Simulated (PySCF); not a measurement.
# SiCl2F (SMILES F[Si](Cl)Cl): levels of theory compared

Aim: a comparison of 6 runs (U-r2SCAN/STO-6G, UPBE/STO-6G, USVWN5/STO-6G, NEVPT2(3,3)/STO-6G, UCCSDT/STO-6G, UCISD/STO-6G) of SiCl2F. Input form: a Python script.

The results are computed with PySCF 2.14.0.

9 further runs of the same task are left out: 2 that didn't finish, 7 set aside as unsound or not needed.

### 1 The structure to begin with

SiCl2F: 4 atoms, total charge 0, spin state doublet. SMILES: `F[Si](Cl)Cl`. The shape is that of a GFN2-xTB optimisation.

Bond lengths: F1–Si2 1.619 Å, Si2–Cl3 2.009 Å, Si2–Cl4 2.009 Å. Angles: F1–Si2–Cl3 104.6°, F1–Si2–Cl4 104.6°, Cl3–Si2–Cl4 115.3°.

### 2 The energy at U-r2SCAN/STO-6G (run 1)

start.xyz

```xyz
4
Cl2FSi
F      1.188320    -0.376450     0.907180
Si     0.062910    -0.422220    -0.255610
Cl    -1.686390    -0.399210     0.731740
Cl     0.435160     1.197870    -1.383320
```

job.py

```python
from pyscf import gto, dft

mol = gto.M(
    atom='start.xyz',
    charge=0,
    verbose=4,
    max_memory=1860,
    basis='sto-6g',
    spin=1,
)

mf = dft.UKS(mol, xc='r2scan')
mf.grids.level = 5
mf.conv_tol = 1e-10
mf.kernel()
if not mf.converged:
    mf = mf.newton().run(mf.mo_coeff, mf.mo_occ)

etot = mf.e_tot
print('E = %.10f Eh' % etot)
```

Started as:

```console
$ OMP_NUM_THREADS=1 python job.py
```

Log:

```text
PySCF version 2.14.0

[... 56 lines left out ...]
WARN: HOMO -0.205889491806568 >= LUMO -0.205889491806562
[... 42 lines left out ...]
converged SCF energy = -1305.02350425856  <S^2> = 0.75118733  2S+1 = 2.001187
E = -1305.0235042586 Eh
```

It took 14 s on 1 thread of Arm Neoverse V1, shared host; peak memory 0.26 GiB.

### 3 The energy at UPBE/STO-6G (run 2)

run.py

```python
# F[Si](Cl)Cl
from pyscf import gto, dft

system = gto.M(
    atom='''
F      2.245599    -0.711387     1.714322
Si     0.118883    -0.797880    -0.483033
Cl    -3.186815    -0.754398     1.382788
Cl     0.822333     2.263646    -2.614096
''',
    basis='sto-6g',
    unit='bohr',
    max_memory=1860,
    verbose=4,
    spin=1,
)

mf = dft.UKS(system)
mf.xc = 'pbe'
mf.grids.level = 5
mf.conv_tol = 1e-10
mf.kernel()
if not mf.converged:
    mf = mf.newton().run(mf.mo_coeff, mf.mo_occ)

etot = mf.e_tot
print('Final energy', etot)
```

Started as:

```console
$ OMP_NUM_THREADS=1 python run.py
```

Log:

```text
PySCF version 2.14.0

[... 56 lines left out ...]
WARN: HOMO -0.20323066093203 >= LUMO -0.203230660932028
[... 38 lines left out ...]
converged SCF energy = -1304.4070789258  <S^2> = 0.75066599  2S+1 = 2.0006659
Final energy -1304.4070789257985
```

It took 8.7 s on 1 thread of Arm Neoverse V1, shared host; peak memory 0.26 GiB.

Runs 3 to 5 aren't shown in full; the table further down has their settings and results.

### 4 A single-point energy at UCISD/STO-6G (run 6)

job.py

```python
from pyscf import gto, scf, ci

mol = gto.Mole()
mol.atom = [
    ('F', (1.188320, -0.376450, 0.907180)),
    ('Si', (0.062910, -0.422220, -0.255610)),
    ('Cl', (-1.686390, -0.399210, 0.731740)),
    ('Cl', (0.435160, 1.197870, -1.383320)),
]
mol.charge = 0
mol.spin = 1
mol.verbose = 4
mol.max_memory = 1860
mol.basis = 'sto-6g'
mol.build()

mf = scf.UHF(mol)
mf.conv_tol = 1e-10
mf.kernel()
if not mf.converged:
    mf = mf.newton().run(mf.mo_coeff, mf.mo_occ)

cisd = ci.CISD(mf, frozen=16)
cisd.kernel()
e_tot = cisd.e_tot
print('E(%s) = %.9f' % ('CISD', e_tot))
```

Started as:

```console
$ OMP_NUM_THREADS=1 python job.py
```

Log:

```text
PySCF version 2.14.0

[... 88 lines left out ...]
converged SCF energy = -1302.90997749402  <S^2> = 0.75392465  2S+1 = 2.0039208
[... 1 line left out ...]
******** <class 'pyscf.ci.ucisd.UCISD'> ********
CISD nocc = (np.int64(13), np.int64(12)), nmo = (16, 16)
frozen orbitals 16
max_cycle = 50
direct = 0
conv_tol = 1e-09
max_cycle = 50
max_space = 12
lindep = 0
nroots = 1
Init t2, MP2 energy = -0.0496689811657721
UCISD converged
E(UCISD) = -1302.971016575632  E_corr = -0.06103908161194271
E(CISD) = -1302.971016576
```

Wall time 1.6 s (1 thread of Arm Neoverse V1, shared host); peak memory 0.11 GiB.

### 5 All runs side by side

```csv
run,level,integration grid,active selection,energy (Eh),dipole moment (D) of the reference,HOMO energy (eV),LUMO energy (eV),wall time
1,U-r2SCAN/STO-6G,5,–,-1305.023504,2.12,-3.70,-1.84,14 s
2,UPBE/STO-6G,5,–,-1304.407079,2.04,-3.23,-2.01,8.7 s
3,USVWN5/STO-6G,5,–,-1300.131370,1.99,-3.15,-2.18,5.4 s
4,"NEVPT2(3,3)/STO-6G",–,mp2 natural orbitals,-1302.966264,2.68,–,–,2.2 s
5,UCCSDT/STO-6G,–,–,-1302.976014,2.66,-8.43,2.98,5.1 s
6,UCISD/STO-6G,–,–,-1302.971017,2.66,-8.43,2.98,1.6 s
```

### 6 Summary of results

| quantity | value |
| --- | --- |
| run 6: total energy | -1302.97102 Eh |
| run 6: dipole moment (Hartree–Fock density) | 2.66 D |
| run 6: HOMO energy (Hartree–Fock orbitals) (highest over α and β) | -8.43 eV |
| run 6: LUMO energy (Hartree–Fock orbitals) (lowest over α and β) | 2.98 eV |
| run 6: correlation energy (16 core orbitals frozen) | -61.0 mEh |
| run 6: ⟨S²⟩ of the reference determinant | 0.754 |

**Reading.** Over runs 1, 2, 3 the dipole moment (its size) runs from 1.99 D (USVWN5/STO-6G) to 2.12 D (U-r2SCAN/STO-6G). Totals of different functionals can't be ranked against each other. In runs 1, 2, 3, 4, 5, 6 the basis is minimal, so the values are rough. All runs together took 37 s, the longest 14 s.
